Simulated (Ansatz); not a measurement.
**CH6AuNS: one species, many methods**

How much do the methods differ for CH6AuNS? The plan is to run it at one geometry with functionals of several rungs and with coupled cluster. The yardstick is the atomisation energy at the CCSD(T) limit.

The runs use Ansatz 0.2.0, Gaussian basis; functionals in def2-TZVPP, the program's frozen cores in correlated methods.

Levels to be run: LDA (SPW92), PBE-D4, revPBE-D4, BLYP-D4, r2SCAN-D4, B97M-V, PBE0-D4, B3LYP-D4, r2SCANh-D4, r2SCAN0-D4, HSE06-D4, BHLYP-D4, CAM-B3LYP-D4, LC-ωPBE, ωB97X-V, ωB97M-V, B2PLYP, PBE-QIDH; CCSD(T)/def2-SVP; CCSD(T)/def2-TZVPP; MP2/def2-QZVPP; extrapolation to the limit; RPA on PBE.

## 1. The geometry

All runs share one geometry, relaxed beforehand with PBE0-D4 in a triple-zeta def2 set. Au takes the def2 core potential; no spin-orbit term is included.

SMILES `C[S][Au-][NH3+]`, 10 atoms, charge 0, spin multiplicity 1.

Atoms are counted from 1 here; the program's logs count them from 0.

Bond lengths: C1–S2 1.817 Å, C1–H5 1.090 Å, C1–H6 1.090 Å, C1–H7 1.092 Å, S2–Au3 2.248 Å, Au3–N4 2.134 Å, N4–H8 1.014 Å, N4–H9 1.014 Å, N4–H10 1.014 Å. Angles: S2–C1–H5 111.9°, S2–C1–H6 111.9°, S2–C1–H7 106.5°, H5–C1–H6 109.5°, H5–C1–H7 108.4°, H6–C1–H7 108.4°, C1–S2–Au3 104.4°, S2–Au3–N4 177.5°, Au3–N4–H8 111.2°, Au3–N4–H9 111.2°, Au3–N4–H10 110.1°, H8–N4–H9 108.2°, H8–N4–H10 108.0°, H9–N4–H10 108.0°.

## 2. LDA

This LDA is Slater exchange with PW92 correlation.

The input, in.yaml:

```yaml
crystal:
  periodic: [false, false, false]
  atoms:
    - {symbol: C, position_ang: [0.035340, 1.955119, -1.587956]}
    - {symbol: S, position_ang: [1.431334, 1.271202, -0.648134]}
    - {symbol: Au, position_ang: [0.544683, -0.443165, 0.504082]}
    - {symbol: N, position_ang: [-0.213861, -2.086666, 1.633761]}
    - {symbol: H, position_ang: [-0.382150, 1.227614, -2.283757]}
    - {symbol: H, position_ang: [-0.752739, 2.326827, -0.933383]}
    - {symbol: H, position_ang: [0.430615, 2.794825, -2.163006]}
    - {symbol: H, position_ang: [-0.939873, -1.787492, 2.275330]}
    - {symbol: H, position_ang: [-0.601501, -2.801207, 1.027647]}
    - {symbol: H, position_ang: [0.531053, -2.508154, 2.178217]}
basis:
  gaussian: {orbitals: def2-TZVPP}
hamiltonian: {xc: lda}
output: {orbitals: {seedname: orbitals}}
```

The run is started by

```sh
$ ansatz run in.yaml --threads 4 --pin off --events-out ev --progress --plain --max-ram 10444MiB
```

Further steps of the session: PBE-D4 (GGA); revPBE-D4 (GGA); BLYP-D4 (GGA); r2SCAN-D4 (meta-GGA); B97M-V (meta-GGA); PBE0-D4 (hybrid); B3LYP-D4 (hybrid); r2SCANh-D4 (hybrid); r2SCAN0-D4 (hybrid); HSE06-D4 (hybrid); BHLYP-D4 (hybrid); CAM-B3LYP-D4 (range-separated); LC-ωPBE (range-separated); ωB97X-V (range-separated); ωB97M-V (range-separated); B2PLYP (double hybrid); PBE-QIDH (double hybrid); CCSD(T) in def2-SVP; CCSD(T) in def2-TZVPP; MP2 in def2-QZVPP; RPA on PBE orbitals.

**Question.** What will the summary of the whole plan be? Wanted: atomisation energy, CCSD(T)/CBS; farthest beyond LDA; mean size of error, GGA; mean size of error, meta-GGA; mean size of error, hybrid; mean size of error, range-separated; mean size of error, double hybrid; gap, smallest and largest; T1 diagnostic.

**Answer**, as computed:

| quantity | value |
| --- | --- |
| atomisation energy, CCSD(T)/CBS | 33.810 eV |
| functionals within 0.169 eV (0.5 %) | none; nearest r2SCAN-D4 (-0.178 eV) |
| farthest beyond LDA | BHLYP-D4 (-1.465 eV) |
| mean size of error, GGA | 0.411 eV |
| mean size of error, meta-GGA | 0.273 eV |
| mean size of error, hybrid | 0.616 eV |
| mean size of error, range-separated | 0.356 eV |
| mean size of error, double hybrid | 0.666 eV |
| gap, smallest and largest | 2.53 eV (BLYP-D4), 9.07 eV (LC-ωPBE) |
| T1 diagnostic | 0.0141 |
| triples share of the correlation energy | 3.9 % |

**Reading.** The LDA atomisation energy is off by 4.943 eV (15 %): it overbinds. PBE-D4 is off by +0.382 eV. Double hybrids carry the basis error of their MP2 part in triple zeta, and no dispersion term here, so their miss is partly the set-up's. Taken by rung, meta-GGA functionals do best (0.273 eV on average) and double hybrid ones worst beyond LDA (0.666 eV). The gap between the best rungs is small, so their order is not settled. The reference freezes the cores and leaves out spin-orbit coupling and excitations past (T), so misses under about 0.169 eV can't be ranked. All levels share the lack of spin-orbit coupling, which lowers the free heavy atoms and so the true binding. Hartree-Fock recovers 68 % of the binding; the rest is correlation. CCSD(T) in def2-SVP is off by -2.540 eV, which most functionals beat. The gap grows from 2.5 to 9.1 eV across the functionals, mostly with the share of exact exchange. Correlated methods include outer-core shells of Au, which these sets cover unevenly.
